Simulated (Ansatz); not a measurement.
This script makes an atomisation energy of C2H3F, SMILES C[C]F with the Ansatz DFT code, driven from Python.

`c2h3f.xyz`
```text
6

C    -0.45120    0.01340   -0.02250
C     0.87080   -0.71470   -0.16840
F     1.91450    0.13310    0.15390
H    -0.57820    0.35620    1.02560
H    -1.28000   -0.67630   -0.28350
H    -0.47600    0.88830   -0.70520
```

`tae.py`
```python
'''Energy to split C2H3F into its atoms.'''

from collections import Counter

import ansatz as az


def total_energy(molecule, charge=0, unpaired=0):
    calc = molecule.calculation().basis(gaussian='def2-TZVPP').correlation('ccsd_t')
    if charge:
        calc = calc.charge(charge)
    if unpaired:
        calc = calc.spin('collinear', total=unpaired)
    report = calc.run(threads=1).report
    if report['published_state_doubts']:
        print('  doubts:', report['published_state_doubts'])
    return report['free_energy_ev']


def main() -> None:
    mol = az.Crystal.molecule_from_extxyz('c2h3f.xyz')

    # unpaired electrons of the ground-state atoms
    unpaired = {'C': 2, 'F': 1, 'H': 1}
    counts = Counter(site.symbol for site in mol.cartesian_sites)
    atom_energy = {s: total_energy(az.Crystal.molecule().atom(s, (0, 0, 0)), 0, unpaired[s]) for s in counts}
    whole = total_energy(mol, 0, 2)
    for s, e in atom_energy.items():
        print(f'{s:2s} x{counts[s]}  {e:14.5f} eV')
    print(f'C2H3F: {whole:.5f} eV')
    split = sum(counts[s] * e for s, e in atom_energy.items()) - whole
    print(f'atomisation energy (no zero-point term): {23.060548 * split:.1f} kcal/mol, {split / sum(counts.values()):.3f} eV an atom')


if __name__ == '__main__':
    main()
```

What does it cost to take this molecule apart into atoms?

481.6 kcal/mol from the electronic energies, without the zero-point term.

The output:

```console
$ python tae.py
C  x2     -1028.07419 eV
F  x1     -2710.93587 eV
H  x3       -13.60052 eV
C2H3F: -4828.77086 eV
atomisation energy (no zero-point term): 481.6 kcal/mol, 3.481 eV an atom
```

What to keep in mind:
- Total energies depend on the basis set; only differences at equal settings carry meaning.
- The geometry is a force-field or estimated start, not a minimum of this method, and the basis set is short of its limit. All parts are taken at fixed geometry, without zero-point energy.
- The species is open-shell (spin multiplicity 3).
- Run time: 51 s on 1 thread of Intel(R) Xeon(R) Processor @ 2.30GHz (shared host), peak memory 2 GiB.
